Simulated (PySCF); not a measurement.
# TMS-CH2F: NMR shifts in gas and solvents, part 2 of 2

PySCF 2.14.0. Atoms count from 0. The steps go on from the part before.

## 6. Shielding tensors: B97-2/pcSseg-2

The job: settings as JSON, then the geometry in Å.

```
{"job": {"kind": "nmr", "xc": "B97-2", "basis": "pcSseg-2", "pop": false}, "charge": 0, "multiplicity": 1}
C     -1.108195     1.042469    -1.100651
Si     0.028434     0.006421    -0.037784
C      1.423264     1.051180     0.641217
C      0.695992    -1.456262    -1.000563
C     -0.976819    -0.687256     1.417066
F     -1.581716     0.351822     2.130177
H     -0.553395     1.538204    -1.901620
H     -1.887404     0.429937    -1.561839
H     -1.597694     1.813916    -0.501356
H      2.121492     0.449018     1.228128
H      1.031910     1.839293     1.289555
H      1.986543     1.528122    -0.164982
H     -0.112856    -2.076399    -1.395832
H      1.297216    -1.116054    -1.848276
H      1.333070    -2.089489    -0.377364
H     -0.346533    -1.247543     2.117215
H     -1.770081    -1.363360     1.077658
```

With the program's defaults for keys left out, this is: GIAO B97-2/pcSseg-2 NMR shielding, non-relativistic, gas phase.

Standard output:

```text
coarse grid: 13880 points
cycle   1  E = -548.3571369262  dE =  1.891e-01  |g| = 6.974e-01  |ddm| = 2.653e+00
cycle   2  E = -548.2981844277  dE =  5.895e-02  |g| = 9.146e-01  |ddm| = 1.026e+00
cycle   3  E = -548.4577759117  dE = -1.596e-01  |g| = 1.172e-01  |ddm| = 6.299e-01
cycle   4  E = -548.4600012923  dE = -2.225e-03  |g| = 3.278e-02  |ddm| = 7.359e-02
cycle   5  E = -548.4602080504  dE = -2.068e-04  |g| = 5.480e-03  |ddm| = 2.275e-02
cycle   6  E = -548.4602140146  dE = -5.964e-06  |g| = 1.821e-03  |ddm| = 5.415e-03
final grid: 127456 points
cycle   7  E = -548.4608065617  dE = -1.349e-04  |g| = 6.550e-03  |ddm| = 3.732e-02
cycle   8  E = -548.4608032640  dE =  3.298e-06  |g| = 7.410e-03  |ddm| = 7.133e-03
cycle   9  E = -548.4608121474  dE = -8.883e-06  |g| = 1.347e-03  |ddm| = 4.517e-03
cycle  10  E = -548.4608123783  dE = -2.309e-07  |g| = 3.606e-04  |ddm| = 7.427e-04
cycle  11  E = -548.4608124080  dE = -2.975e-08  |g| = 8.268e-05  |ddm| = 2.860e-04
cycle  12  E = -548.4608124094  dE = -1.349e-09  |g| = 1.402e-05  |ddm| = 5.398e-05
cycle  13  E = -548.4608124094  dE = -4.502e-11  |g| = 2.763e-06  |ddm| = 1.241e-05
converged SCF energy = -548.4608124094

GIAO shielding tensors (ppm)
atom      isotropic    diamagn.    paramagn.     s11        s22        s33       span
  0 C      189.174     246.582     -57.408    183.718    187.883    195.920     12.201
  1 Si     350.709     880.533    -529.824    336.542    346.158    369.428     32.886
  2 C      188.768     246.576     -57.809    182.985    187.884    195.434     12.450
  3 C      189.436     247.494     -58.058    185.045    190.123    193.142      8.098
  4 C      101.453     243.675    -142.222     51.702     77.523    175.135    123.433
  5 F      470.245     467.624       2.621    425.389    466.598    518.749     93.360
  6 H       31.677      31.148       0.529     27.651     29.273     38.107     10.456
  7 H       31.649      31.094       0.554     27.607     28.703     38.637     11.030
  8 H       31.131      30.801       0.329     26.918     29.102     37.372     10.455
  9 H       31.653      31.134       0.518     27.641     28.698     38.618     10.977
 10 H       31.156      30.822       0.334     26.998     29.079     37.392     10.394
 11 H       31.671      31.129       0.542     27.637     29.268     38.107     10.470
 12 H       31.776      31.405       0.371     27.527     29.236     38.566     11.039
 13 H       31.600      31.253       0.347     27.749     29.064     37.986     10.237
 14 H       31.778      31.375       0.402     27.560     29.242     38.531     10.971
 15 H       27.194      30.820      -3.626     23.104     27.858     30.621      7.517
 16 H       27.214      30.821      -3.607     22.970     27.924     30.750      7.780
```

Wall time 67 s (1 thread of Arm Neoverse V1, shared host); peak memory 1.6 GiB.

Key values: δ C4 83.9, C0 -3.7, Si1 -2.3, F5 -294.3, H15 4.43, H6 0.07 ppm (means over like atoms).

## 7. Nuclear shieldings: WP04/pcSseg-2 in chloroform

Settings changed since step 6:

```diff
@@ -1,2 +1,2 @@
-{"job": {"kind": "nmr", "xc": "B97-2", "basis": "pcSseg-2", "pop": false}, "charge": 0, "multiplicity": 1}
+{"job": {"kind": "nmr", "xc": "WP04", "basis": "pcSseg-2", "pop": false, "solvent": "chloroform"}, "charge": 0, "multiplicity": 1}
 C     -1.108195     1.042469    -1.100651
```

With the program's defaults for keys left out, this is: GIAO WP04/pcSseg-2 NMR shielding, non-relativistic, IEF-PCM chloroform.

Standard output:

```text
coarse grid: 13880 points
cycle   1  E = -557.5604318642  dE =  1.634e-01  |g| = 1.082e+00  |ddm| = 2.656e+00
cycle   2  E = -557.3626838161  dE =  1.977e-01  |g| = 1.490e+00  |ddm| = 1.452e+00
cycle   3  E = -557.7862884767  dE = -4.236e-01  |g| = 2.077e-01  |ddm| = 9.641e-01
cycle   4  E = -557.7930529809  dE = -6.765e-03  |g| = 5.602e-02  |ddm| = 1.143e-01
cycle   5  E = -557.7936812666  dE = -6.283e-04  |g| = 7.597e-03  |ddm| = 3.167e-02
cycle   6  E = -557.7936895216  dE = -8.255e-06  |g| = 2.764e-03  |ddm| = 5.703e-03
final grid: 127456 points
cycle   7  E = -557.8037936628  dE = -1.905e-04  |g| = 1.154e-02  |ddm| = 4.509e-02
cycle   8  E = -557.8037719699  dE =  2.169e-05  |g| = 1.553e-02  |ddm| = 1.474e-02
cycle   9  E = -557.8038227803  dE = -5.081e-05  |g| = 1.682e-03  |ddm| = 8.375e-03
cycle  10  E = -557.8038230975  dE = -3.172e-07  |g| = 7.224e-04  |ddm| = 1.117e-03
cycle  11  E = -557.8038231835  dE = -8.601e-08  |g| = 1.160e-04  |ddm| = 3.633e-04
cycle  12  E = -557.8038231855  dE = -2.058e-09  |g| = 4.045e-05  |ddm| = 9.410e-05
cycle  13  E = -557.8038231859  dE = -3.894e-10  |g| = 3.867e-06  |ddm| = 2.936e-05
converged SCF energy = -557.8038231859

GIAO shielding tensors (ppm)
atom      isotropic    diamagn.    paramagn.     s11        s22        s33       span
  0 C      178.262     245.727     -67.465    173.451    177.249    184.085     10.634
  1 Si     331.042     882.618    -551.576    315.949    327.867    349.310     33.361
  2 C      177.885     245.718     -67.832    172.829    177.194    183.632     10.803
  3 C      178.512     246.259     -67.747    174.624    178.918    181.994      7.370
  4 C       86.167     244.022    -157.856     31.492     62.073    164.935    133.443
  5 F      464.618     471.786      -7.169    430.018    458.610    505.226     75.208
  6 H       31.823      31.398       0.425     28.072     29.549     37.849      9.777
  7 H       31.801      31.399       0.403     28.067     29.062     38.275     10.208
  8 H       31.481      31.230       0.251     27.600     29.617     37.226      9.626
  9 H       31.802      31.424       0.378     28.093     29.052     38.261     10.168
 10 H       31.493      31.238       0.255     27.658     29.574     37.248      9.590
 11 H       31.820      31.383       0.437     28.064     29.548     37.847      9.783
 12 H       31.938      31.610       0.328     27.967     29.582     38.264     10.297
 13 H       31.791      31.469       0.322     28.192     29.407     37.774      9.581
 14 H       31.942      31.586       0.355     28.001     29.583     38.240     10.239
 15 H       27.404      30.888      -3.484     23.467     28.005     30.740      7.273
 16 H       27.420      30.892      -3.472     23.348     28.058     30.854      7.507
```

Wall time 68 s (1 thread of Arm Neoverse V1, shared host); peak memory 1.8 GiB.

This run: δ C4 88.9, C0 -3.1, Si1 -1.9, F5 -285.7, H15 4.46, H6 0.10 ppm (means over like atoms).

## 8. Nuclear shieldings: wB97X-D/pcSseg-2 in chloroform

Settings changed since step 7:

```diff
@@ -1,2 +1,2 @@
-{"job": {"kind": "nmr", "xc": "WP04", "basis": "pcSseg-2", "pop": false, "solvent": "chloroform"}, "charge": 0, "multiplicity": 1}
+{"job": {"kind": "nmr", "xc": "wB97X-D", "basis": "pcSseg-2", "pop": false, "solvent": "chloroform"}, "charge": 0, "multiplicity": 1}
 C     -1.108195     1.042469    -1.100651
```

Level: GIAO wB97X-D/pcSseg-2 NMR shielding, non-relativistic, IEF-PCM chloroform.

Standard output:

```text
coarse grid: 13880 points
cycle   1  E = -548.3855186255  dE =  3.335e-01  |g| = 5.879e-01  |ddm| = 2.630e+00
cycle   2  E = -548.3958763210  dE = -1.036e-02  |g| = 6.079e-01  |ddm| = 5.688e-01
cycle   3  E = -548.4509738977  dE = -5.510e-02  |g| = 6.673e-02  |ddm| = 2.728e-01
cycle   4  E = -548.4516689068  dE = -6.950e-04  |g| = 2.580e-02  |ddm| = 4.522e-02
cycle   5  E = -548.4518081087  dE = -1.392e-04  |g| = 3.676e-03  |ddm| = 2.178e-02
cycle   6  E = -548.4518114208  dE = -3.312e-06  |g| = 7.788e-04  |ddm| = 4.495e-03
final grid: 127456 points
cycle   7  E = -548.4613873001  dE = -3.984e-04  |g| = 1.167e-02  |ddm| = 5.108e-02
cycle   8  E = -548.4613890165  dE = -1.716e-06  |g| = 1.227e-02  |ddm| = 1.172e-02
cycle   9  E = -548.4614105382  dE = -2.152e-05  |g| = 1.113e-03  |ddm| = 4.913e-03
cycle  10  E = -548.4614107066  dE = -1.684e-07  |g| = 5.446e-04  |ddm| = 9.342e-04
cycle  11  E = -548.4614107688  dE = -6.215e-08  |g| = 5.400e-05  |ddm| = 3.735e-04
cycle  12  E = -548.4614107699  dE = -1.142e-09  |g| = 1.967e-05  |ddm| = 9.319e-05
cycle  13  E = -548.4614107701  dE = -1.489e-10  |g| = 6.503e-06  |ddm| = 3.580e-05
converged SCF energy = -548.4614107701

GIAO shielding tensors (ppm)
atom      isotropic    diamagn.    paramagn.     s11        s22        s33       span
  0 C      190.940     246.931     -55.992    185.522    189.487    197.811     12.289
  1 Si     342.976     879.097    -536.121    328.552    339.567    360.809     32.258
  2 C      190.514     246.857     -56.344    184.778    189.479    197.283     12.505
  3 C      191.221     247.498     -56.276    186.937    191.794    194.933      7.997
  4 C      100.719     244.439    -143.720     49.143     75.662    177.353    128.210
  5 F      480.979     467.861      13.118    431.350    479.882    531.706    100.356
  6 H       31.585      31.176       0.409     27.455     29.112     38.187     10.732
  7 H       31.585      31.165       0.420     27.436     28.582     38.736     11.301
  8 H       31.222      31.009       0.213     26.954     29.159     37.553     10.598
  9 H       31.584      31.194       0.390     27.464     28.572     38.715     11.251
 10 H       31.232      30.989       0.243     27.009     29.123     37.564     10.555
 11 H       31.585      31.157       0.428     27.448     29.117     38.191     10.743
 12 H       31.718      31.391       0.327     27.340     29.132     38.683     11.343
 13 H       31.554      31.277       0.277     27.589     28.965     38.109     10.520
 14 H       31.715      31.365       0.351     27.367     29.132     38.647     11.280
 15 H       27.025      30.774      -3.748     22.936     27.669     30.471      7.535
 16 H       27.047      30.774      -3.727     22.806     27.736     30.599      7.794
```

It took 91 s on 1 thread of Arm Neoverse V1, shared host; peak memory 2.1 GiB.

This run: δ C4 86.4, C0 -3.8, Si1 -1.7, F5 -293.8, H15 4.58, H6 0.08 ppm (means over like atoms).

## 9. Run by run: NMR shifts

Shifts (ppm), means over like atoms, with basis size and wall time (the measured row can stand on another reference than the computed rows):

```
                           run    C4    C0   H15    H6   Si1      F5  functions  time
                 PBE0/pcSseg-2  84.8  -4.0  4.45  0.07  -2.3  -299.2        377  68 s
                  KT3/pcSseg-2  84.3  -3.8  4.54  0.07  -3.3  -308.5        377  96 s
              wB97X-D/pcSseg-2  84.4  -3.8  4.41  0.07  -1.9  -291.3        377  90 s
                B97-2/pcSseg-2  83.9  -3.7  4.43  0.07  -2.3  -294.3        377  67 s
   WP04/pcSseg-2 in chloroform  88.9  -3.1  4.46  0.10  -1.9  -285.7        377  68 s
wB97X-D/pcSseg-2 in chloroform  86.4  -3.8  4.58  0.08  -1.7  -293.8        377  91 s
                      measured     –     –     –     –     –  -277.0          –     –
```

Measured: G. Saielli, R. Bini, A. Bagno, Computational 19F NMR. 2. Organic compounds, RSC Adv. 2014, ESI (exp. from Berger-Braun-Kalinowski 1994 and Everett 1995).

## 10. What came out

What follows sums up all 2 parts.

| quantity | value |
| --- | --- |
| rotational constants (main isotopes) | 3.08, 1.86, 1.85 GHz |
| 13C shifts against TMS (PBE0/pcSseg-2, means over atoms taken as alike) | 84.8, -4.0 ppm |
| 1H shifts against TMS (PBE0/pcSseg-2, means over atoms taken as alike) | 4.45, 0.07 ppm |
| 29Si shifts against TMS (PBE0/pcSseg-2) | -2.3 ppm |
| 19F shifts against CFCl3 (PBE0/pcSseg-2) | -299.2 ppm |
| measured, and computed on the same scale | F5 δ -277.0, -299.2 ppm |
| range of the shift of F5 (wB97X-D/pcSseg-2 runs) | -293.8 to -291.3 ppm |

**Reading.** The optimisation took 6 steps and gained 0.156 eV; among the close pairs (by a distance rule), Si1–C3 changed most, from 1.923 to 1.874 Å. H15, H16 (mean) (hydrogen on an sp3 CH2 bonded to F and Si) lies farthest downfield among hydrogen, at 4.45 ppm; its carbon carries F, hence the downfield position. At PBE0/pcSseg-2: The largest span, 125 ppm, is at C4, where the paramagnetic term is -142 ppm. The one measured 19F shift is missed by -22.2 ppm (computed less measured, unscaled). Vibration, temperature and solvent are missing from the calculation, and it holds one conformer, so part of the miss against the measured shifts is not the functional's. At one level, wB97X-D/pcSseg-2: In ppm, F5 moves most: its shift spreads over 2.5 ppm, from -293.8 (wB97X-D/pcSseg-2 in chloroform) to -291.3 (wB97X-D/pcSseg-2).
